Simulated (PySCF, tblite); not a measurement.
# C₃H₈FP₂Si+: geometry, infrared bands and NMR shifts

Wanted: the infrared bands and NMR shifts of C₃H₈FP₂Si+ (`FC1=C([SiH3])[P@H+]1CP`), by calculation.

Computed with tblite 0.8.0 and PySCF 2.14.0, with density-fitted response routines of our own, on a single molecule in the gas phase. Atoms are numbered from 0 throughout.

## Step 1: Starting geometry

15 atoms, charge 1, multiplicity 1; geometry from: force field or distance geometry start.

Bonds of the start (Å): F0–C1 1.34, C1–C2 1.34, C2–Si3 1.86, C2–P4 1.78, P4–C5 1.79, C5–P6 1.85, P4–C1 1.81, Si3–H7 1.45, Si3–H8 1.48, Si3–H9 1.47, P4–H10 1.39, C5–H11 1.12, C5–H12 1.11, P6–H13 1.46, P6–H14 1.45.

## Step 2: Optimising the geometry with GFN2-xTB

What the job is given:

```
{"job": {"kind": "relax", "xc": "GFN2-xTB", "basis": "xTB"}, "charge": 1, "multiplicity": 1}
F     -0.596000     2.871400    -1.455400
C     -0.568600     1.780000    -0.676300
C     -1.209600     0.712800    -0.187400
Si    -2.804400    -0.253600    -0.160400
P      0.452100     0.790100     0.446700
C      1.722400    -0.236100    -0.287600
P      2.769200    -1.140400     0.942500
H     -3.493500    -0.191300    -1.430300
H     -3.700600     0.400900     0.826100
H     -2.601600    -1.616800     0.345100
H      0.556600     1.228400     1.765700
H      2.379500     0.433600    -0.890500
H      1.261600    -0.920500    -1.030000
H      3.898100    -1.703700     0.210300
H      1.930300    -2.146900     1.559400
```

Run with:

```console
$ OMP_NUM_THREADS=1 python probes_run.py task.json out
```

The driver reads the jobs from task.json and runs them one after another.

**Question.** This job is followed by: GFN2-xTB harmonic vibrations, gas phase; GIAO PBE0/pcSseg-1 NMR shielding, non-relativistic, gas phase. What will the session give for the following? strongest single infrared mode (GFN2-xTB); zero-point energy (GFN2-xTB); ¹³C shifts against TMS (PBE0/pcSseg-1); ¹H shifts against TMS (PBE0/pcSseg-1, means over atoms taken as alike); ¹⁹F shifts against CFCl3 (PBE0/pcSseg-1); ²⁹Si shifts against TMS (PBE0/pcSseg-1); ³¹P shifts against H3PO4 (PBE0/pcSseg-1).

As calculated:

| quantity | value |
| --- | --- |
| strongest single infrared mode (GFN2-xTB) | 757 cm⁻¹, 394 km/mol |
| zero-point energy (GFN2-xTB) | 55.8 kcal/mol |
| ¹³C shifts against TMS (PBE0/pcSseg-1) | 171.8, 103.8, 19.4 ppm |
| ¹H shifts against TMS (PBE0/pcSseg-1, means over atoms taken as alike) | 5.64, 4.82, 3.95, 2.80, 2.69 ppm |
| ¹⁹F shifts against CFCl3 (PBE0/pcSseg-1) | -92.5 ppm |
| ²⁹Si shifts against TMS (PBE0/pcSseg-1) | -78.1 ppm |
| ³¹P shifts against H3PO4 (PBE0/pcSseg-1) | -139.3, -184.1 ppm |

What this shows: The optimisation took 112 steps and gained 1.078 eV; among the close pairs (by a distance rule), C2–Si3 changed most, from 1.865 to 1.934 Å. The lowest mode is imaginary (28i cm⁻¹), so the xTB geometry is not a minimum. The strongest single mode, at 757 cm⁻¹, has its largest shares on H9, H8 and H7 (the list is cut at 3 atoms). Unscaled tight-binding wavenumbers are off by several per cent, some by more. Its intensities can rank the bands wrongly. At PBE0/pcSseg-1: Shielding is most anisotropic at P4 (span 498 ppm, paramagnetic term -511 ppm). By nearest atom (PBE0/pcSseg-1), the HOMO sits on P6 68 %; H13, H14 about 10 % each and the LUMO on P4 34 %; C1 18 %.
